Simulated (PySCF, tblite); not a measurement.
# C8H12: a rotation path, then NMR shifts on frames, part 2 of 2

tblite 0.8.0 and PySCF 2.14.0. Atoms count from 0. The steps go on from the part before.

**5. Shielding tensors: image 4, PBE0/pcSseg-1**

What the job is given:

```
{"job": {"kind": "nmr", "xc": "PBE0", "basis": "pcSseg-1", "pop": false}, "charge": 0, "multiplicity": 1}
C      4.786800    -0.458500     0.906400
C      3.681300     0.010000     0.922100
C      2.394300     0.582800     0.955300
C      1.452600     0.332800     0.048900
C      0.085000     0.925700     0.078300
C     -0.986600    -0.173600     0.235900
C     -2.002700    -0.166200    -0.903900
C     -3.047100    -1.263900    -0.740200
H      5.752800    -0.865100     0.883400
H      2.206900     1.267000     1.775000
H      1.648000    -0.360500    -0.759200
H      0.017700     1.653500     0.888400
H     -0.087900     1.459900    -0.859900
H     -0.499900    -1.151800     0.264700
H     -1.506600    -0.048000     1.187200
H     -1.477700    -0.305600    -1.852200
H     -2.496000     0.808100    -0.938600
H     -2.571400    -2.241700    -0.700900
H     -3.745300    -1.258000    -1.574200
H     -3.609200    -1.122800     0.180500
```

Level: GIAO PBE0/pcSseg-1 NMR shielding, non-relativistic, gas phase.

Standard output:

```text
coarse grid: 16128 points
cycle   1  E = -311.4481918653  dE =  8.756e-01  |g| = 4.592e-01  |ddm| = 4.023e+00
cycle   2  E = -311.4554745346  dE = -7.283e-03  |g| = 4.392e-01  |ddm| = 9.801e-01
cycle   3  E = -311.5064264482  dE = -5.095e-02  |g| = 4.645e-02  |ddm| = 4.211e-01
cycle   4  E = -311.5068697976  dE = -4.433e-04  |g| = 1.932e-02  |ddm| = 6.249e-02
cycle   5  E = -311.5069642931  dE = -9.450e-05  |g| = 4.033e-03  |ddm| = 2.326e-02
cycle   6  E = -311.5069671510  dE = -2.858e-06  |g| = 2.239e-03  |ddm| = 4.650e-03
final grid: 154128 points
cycle   7  E = -311.5583960488  dE = -5.215e-05  |g| = 9.291e-03  |ddm| = 5.820e-02
cycle   8  E = -311.5583895385  dE =  6.510e-06  |g| = 1.070e-02  |ddm| = 1.710e-02
cycle   9  E = -311.5584175243  dE = -2.799e-05  |g| = 2.143e-03  |ddm| = 8.865e-03
cycle  10  E = -311.5584187000  dE = -1.176e-06  |g| = 4.513e-04  |ddm| = 1.830e-03
cycle  11  E = -311.5584187459  dE = -4.586e-08  |g| = 1.620e-04  |ddm| = 4.157e-04
cycle  12  E = -311.5584187513  dE = -5.449e-09  |g| = 6.130e-05  |ddm| = 1.781e-04
cycle  13  E = -311.5584187523  dE = -9.927e-10  |g| = 1.128e-05  |ddm| = 6.618e-05
converged SCF energy = -311.5584187523

GIAO shielding tensors (ppm)
atom      isotropic    diamagn.    paramagn.     s11        s22        s33       span
  0 C      101.344     257.505    -156.161     40.494     51.715    211.824    171.330
  1 C       99.901     250.257    -150.356      0.168      0.608    298.928    298.760
  2 C       73.346     258.178    -184.832    -25.735     96.587    149.185    174.920
  3 C       28.423     257.528    -229.105    -99.118     34.580    149.807    248.925
  4 C      149.417     248.100     -98.683    132.154    148.724    167.372     35.218
  5 C      152.440     250.718     -98.278    132.001    145.869    179.449     47.448
  6 C      156.687     248.343     -91.656    137.709    158.023    174.327     36.618
  7 C      169.693     244.483     -74.790    158.175    162.775    188.127     29.952
  8 H       29.256      33.461      -4.205     25.174     25.384     37.208     12.034
  9 H       26.133      29.454      -3.321     23.038     25.542     29.819      6.782
 10 H       25.112      33.226      -8.113     21.121     24.197     30.019      8.898
 11 H       29.370      32.775      -3.404     25.471     28.834     33.806      8.335
 12 H       29.879      32.512      -2.633     25.433     30.527     33.675      8.242
 13 H       30.743      34.563      -3.820     26.122     31.947     34.160      8.038
 14 H       30.060      33.688      -3.628     25.304     30.698     34.178      8.874
 15 H       30.338      32.533      -2.196     25.778     30.531     34.704      8.925
 16 H       30.355      31.350      -0.994     25.628     30.315     35.123      9.495
 17 H       30.831      29.063       1.768     26.626     29.369     36.496      9.870
 18 H       30.469      26.378       4.091     25.906     27.595     37.905     11.999
 19 H       30.822      28.202       2.620     26.656     28.943     36.868     10.211
```

It took 33 s on 1 thread of AMD EPYC 7R43, shared host; peak memory 0.85 GiB.

This run: δ C3 158.5, C2 113.6, C1 87.0, C0 85.6, H10 6.60, H9 5.58 ppm.

**6. Nuclear shieldings: image 6, PBE0/pcSseg-1**

What the job is given:

```
{"job": {"kind": "nmr", "xc": "PBE0", "basis": "pcSseg-1", "pop": false}, "charge": 0, "multiplicity": 1}
C      4.669200    -0.593000     0.589100
C      3.590400    -0.088300     0.741900
C      2.337600     0.526700     0.936800
C      1.324100     0.426200     0.079700
C     -0.006100     1.064900     0.294800
C     -1.112600     0.000200     0.404100
C     -1.783800    -0.281700    -0.938300
C     -2.869300    -1.345000    -0.817900
H      5.610900    -1.030500     0.445700
H      2.242200     1.114600     1.843100
H      1.429100    -0.175400    -0.813300
H      0.028300     1.673400     1.200400
H     -0.233500     1.727700    -0.544500
H     -0.678700    -0.924700     0.793600
H     -1.869500     0.331000     1.118200
H     -1.033000    -0.608500    -1.660900
H     -2.224100     0.644400    -1.316900
H     -2.452900    -2.275600    -0.438400
H     -3.323200    -1.543600    -1.786300
H     -3.650300    -1.018800    -0.134000
```

Level: GIAO PBE0/pcSseg-1 NMR shielding, non-relativistic, gas phase.

Standard output:

```text
coarse grid: 16128 points
cycle   1  E = -311.4499630785  dE =  8.770e-01  |g| = 4.595e-01  |ddm| = 4.030e+00
cycle   2  E = -311.4568090998  dE = -6.846e-03  |g| = 4.414e-01  |ddm| = 9.803e-01
cycle   3  E = -311.5082593722  dE = -5.145e-02  |g| = 4.691e-02  |ddm| = 4.255e-01
cycle   4  E = -311.5087036445  dE = -4.443e-04  |g| = 2.017e-02  |ddm| = 6.315e-02
cycle   5  E = -311.5088019795  dE = -9.834e-05  |g| = 6.251e-03  |ddm| = 2.465e-02
cycle   6  E = -311.5088105980  dE = -8.618e-06  |g| = 2.617e-03  |ddm| = 6.834e-03
final grid: 154128 points
cycle   7  E = -311.5600813185  dE = -4.642e-05  |g| = 9.354e-03  |ddm| = 5.889e-02
cycle   8  E = -311.5600725433  dE =  8.775e-06  |g| = 1.114e-02  |ddm| = 1.736e-02
cycle   9  E = -311.5601030622  dE = -3.052e-05  |g| = 2.196e-03  |ddm| = 9.344e-03
cycle  10  E = -311.5601043140  dE = -1.252e-06  |g| = 4.460e-04  |ddm| = 1.889e-03
cycle  11  E = -311.5601043574  dE = -4.337e-08  |g| = 1.748e-04  |ddm| = 4.140e-04
cycle  12  E = -311.5601043638  dE = -6.424e-09  |g| = 6.433e-05  |ddm| = 1.896e-04
cycle  13  E = -311.5601043649  dE = -1.096e-09  |g| = 1.013e-05  |ddm| = 6.726e-05
cycle  14  E = -311.5601043649  dE = -2.399e-11  |g| = 2.467e-06  |ddm| = 1.087e-05
converged SCF energy = -311.5601043649

GIAO shielding tensors (ppm)
atom      isotropic    diamagn.    paramagn.     s11        s22        s33       span
  0 C      101.107     257.762    -156.655     40.501     51.593    211.228    170.727
  1 C       99.818     250.423    -150.605     -0.032      0.552    298.933    298.965
  2 C       72.391     258.455    -186.063    -27.336     95.683    148.828    176.164
  3 C       29.044     257.636    -228.591   -100.527     31.984    155.676    256.203
  4 C      148.565     248.375     -99.809    137.495    146.781    161.420     23.926
  5 C      151.350     250.763     -99.413    135.307    145.187    173.555     38.248
  6 C      158.184     248.485     -90.301    139.391    162.186    172.974     33.583
  7 C      169.751     244.587     -74.836    158.347    162.885    188.021     29.674
  8 H       29.235      33.581      -4.346     25.159     25.385     37.161     12.002
  9 H       26.047      29.328      -3.281     22.994     25.450     29.698      6.704
 10 H       24.954      33.440      -8.486     20.682     23.765     30.416      9.734
 11 H       29.395      32.569      -3.174     25.009     28.998     34.177      9.168
 12 H       29.767      32.163      -2.396     25.881     29.699     33.721      7.840
 13 H       30.700      34.035      -3.335     26.583     31.606     33.911      7.328
 14 H       30.045      33.202      -3.157     24.937     30.466     34.733      9.796
 15 H       30.151      33.005      -2.854     25.262     30.755     34.435      9.172
 16 H       30.474      31.636      -1.161     25.779     30.188     35.456      9.678
 17 H       30.843      29.182       1.661     26.578     29.344     36.609     10.031
 18 H       30.433      26.848       3.585     25.848     27.604     37.848     12.000
 19 H       30.788      28.080       2.707     26.655     28.858     36.849     10.194
```

Run time: 34 s. Hardware: 1 thread of AMD EPYC 7R43, shared host; peak memory 0.87 GiB.

Key values: δ C3 157.9, C2 114.5, C1 87.1, C0 85.8, H10 6.76, H9 5.67 ppm.

**7. NMR shieldings: image 8, PBE0/pcSseg-1**

What the job is given:

```
{"job": {"kind": "nmr", "xc": "PBE0", "basis": "pcSseg-1", "pop": false}, "charge": 0, "multiplicity": 1}
C      4.506100    -0.668200     0.258300
C      3.457200    -0.170300     0.565300
C      2.227500     0.410700     0.935400
C      1.226000     0.603700     0.079800
C     -0.091000     1.194900     0.457400
C     -1.208800     0.141700     0.490200
C     -1.503400    -0.461900    -0.881100
C     -2.715500    -1.384800    -0.841100
H      5.421500    -1.103300    -0.011100
H      2.139500     0.700300     1.975900
H      1.345000     0.306600    -0.953200
H     -0.016200     1.658000     1.444000
H     -0.362100     1.969900    -0.265200
H     -0.928900    -0.653400     1.185100
H     -2.117500     0.613000     0.873100
H     -0.636600    -1.027000    -1.228200
H     -1.687700     0.343600    -1.596200
H     -2.555100    -2.196100    -0.134200
H     -2.901000    -1.817100    -1.821800
H     -3.604300    -0.836400    -0.535700
```

With the program's defaults for keys left out, this is: GIAO PBE0/pcSseg-1 NMR shielding, non-relativistic, gas phase.

Standard output:

```text
coarse grid: 16128 points
cycle   1  E = -311.4516309150  dE =  8.764e-01  |g| = 4.597e-01  |ddm| = 4.031e+00
cycle   2  E = -311.4577885348  dE = -6.158e-03  |g| = 4.447e-01  |ddm| = 9.866e-01
cycle   3  E = -311.5098975515  dE = -5.211e-02  |g| = 4.854e-02  |ddm| = 4.335e-01
cycle   4  E = -311.5103548098  dE = -4.573e-04  |g| = 2.252e-02  |ddm| = 6.634e-02
cycle   5  E = -311.5104713511  dE = -1.165e-04  |g| = 8.802e-03  |ddm| = 2.742e-02
cycle   6  E = -311.5104906258  dE = -1.927e-05  |g| = 2.497e-03  |ddm| = 8.854e-03
cycle   7  E = -311.5104920939  dE = -1.468e-06  |g| = 7.831e-04  |ddm| = 2.440e-03
final grid: 154128 points
cycle   8  E = -311.5621096461  dE = -4.923e-05  |g| = 9.086e-03  |ddm| = 5.945e-02
cycle   9  E = -311.5620998719  dE =  9.774e-06  |g| = 1.094e-02  |ddm| = 1.759e-02
cycle  10  E = -311.5621297192  dE = -2.985e-05  |g| = 2.957e-03  |ddm| = 9.801e-03
cycle  11  E = -311.5621319343  dE = -2.215e-06  |g| = 3.688e-04  |ddm| = 2.209e-03
cycle  12  E = -311.5621319634  dE = -2.907e-08  |g| = 1.524e-04  |ddm| = 4.802e-04
cycle  13  E = -311.5621319687  dE = -5.325e-09  |g| = 6.106e-05  |ddm| = 1.729e-04
cycle  14  E = -311.5621319696  dE = -9.080e-10  |g| = 1.202e-05  |ddm| = 5.919e-05
converged SCF energy = -311.5621319696

GIAO shielding tensors (ppm)
atom      isotropic    diamagn.    paramagn.     s11        s22        s33       span
  0 C      100.937     257.889    -156.952     40.554     51.743    210.512    169.959
  1 C       99.664     251.228    -151.564     -0.224      0.319    298.896    299.121
  2 C       70.850     258.651    -187.800    -30.657     93.172    150.036    180.693
  3 C       28.588     257.845    -229.257   -102.040     30.770    157.034    259.074
  4 C      147.798     248.067    -100.269    136.075    150.398    156.920     20.845
  5 C      148.100     250.276    -102.176    134.967    142.822    166.510     31.543
  6 C      160.767     248.774     -88.007    146.369    166.024    169.908     23.539
  7 C      169.535     244.593     -75.058    157.532    163.368    187.705     30.173
  8 H       29.198      33.645      -4.447     25.132     25.363     37.098     11.966
  9 H       26.015      29.495      -3.480     23.105     25.351     29.589      6.484
 10 H       24.806      33.601      -8.796     20.499     23.700     30.218      9.718
 11 H       29.396      31.888      -2.492     25.004     28.658     34.526      9.521
 12 H       29.593      31.616      -2.023     26.140     28.432     34.207      8.067
 13 H       30.491      33.596      -3.105     26.542     30.775     34.156      7.613
 14 H       30.216      32.702      -2.486     25.352     30.251     35.046      9.694
 15 H       30.054      33.425      -3.370     24.414     30.972     34.777     10.364
 16 H       30.608      32.367      -1.759     25.870     30.494     35.460      9.590
 17 H       30.812      29.007       1.805     26.576     29.147     36.714     10.138
 18 H       30.405      27.403       3.002     25.699     27.718     37.797     12.098
 19 H       30.800      28.205       2.595     26.688     28.818     36.893     10.205
```

Wall time 28 s (1 thread of AMD EPYC 7R43, shared host); peak memory 0.88 GiB.

In short: δ C3 158.3, C2 116.1, C1 87.3, C0 86.0, H10 6.91, H9 5.70 ppm.

**8. Comparing the runs: NMR shifts**

Shifts (ppm) of some atoms, chosen among heavy atoms and hydrogens apart, with basis size and wall time:

```
  frame     C3     C2    C4    C5    C6   H12   H14  functions  time
image 0  158.3  114.8  41.3  37.9  28.7  2.25  1.16        196  39 s
image 2  158.6  114.2  39.6  36.4  29.6  1.96  1.43        196  34 s
image 4  158.5  113.6  37.5  34.5  30.2  1.84  1.66        196  33 s
image 6  157.9  114.5  38.4  35.6  28.7  1.95  1.67        196  34 s
image 8  158.3  116.1  39.1  38.8  26.2  2.12  1.50        196  28 s
```

**9. Summary of results**

The summary covers parts 1 to 2.

```
                                       quantity                                                                       value
                                        barrier                                          0.104 eV (2.4 kcal/mol) at image 4
                          end to end (GFN2-xTB)                                                                    0.024 eV
¹³C shifts against TMS (PBE0/pcSseg-1, image 0)                        158.3, 114.8, 87.1, 85.8, 41.3, 37.9, 28.7, 17.2 ppm
 ¹H shifts against TMS (PBE0/pcSseg-1, image 0)  6.64, 5.71, 2.50, 2.25, 2.04, 1.36, 1.35, 1.32, 1.29, 1.16, 0.98, 0.97 ppm
                       range of the shift of C5                                                            34.5 to 38.8 ppm
```

What this shows: Along the band the dihedral turns by 114°, and the top (dihedral -122°) lies 2.4 kcal/mol above the start (GFN2-xTB, rough), so at room temperature this motion is fast. Ends this close can change order at a higher level. The top was not checked by a frequency run. Shifts at one fixed geometry are not the observed spectrum, which averages over the motion. In the first frame run (image 0): The widest tensor belongs to C1: span 299 ppm, with a paramagnetic part of -150 ppm. In ppm, C5 moves most: its shift spreads over 4.3 ppm, from 34.5 (image 4) to 38.8 (image 8).
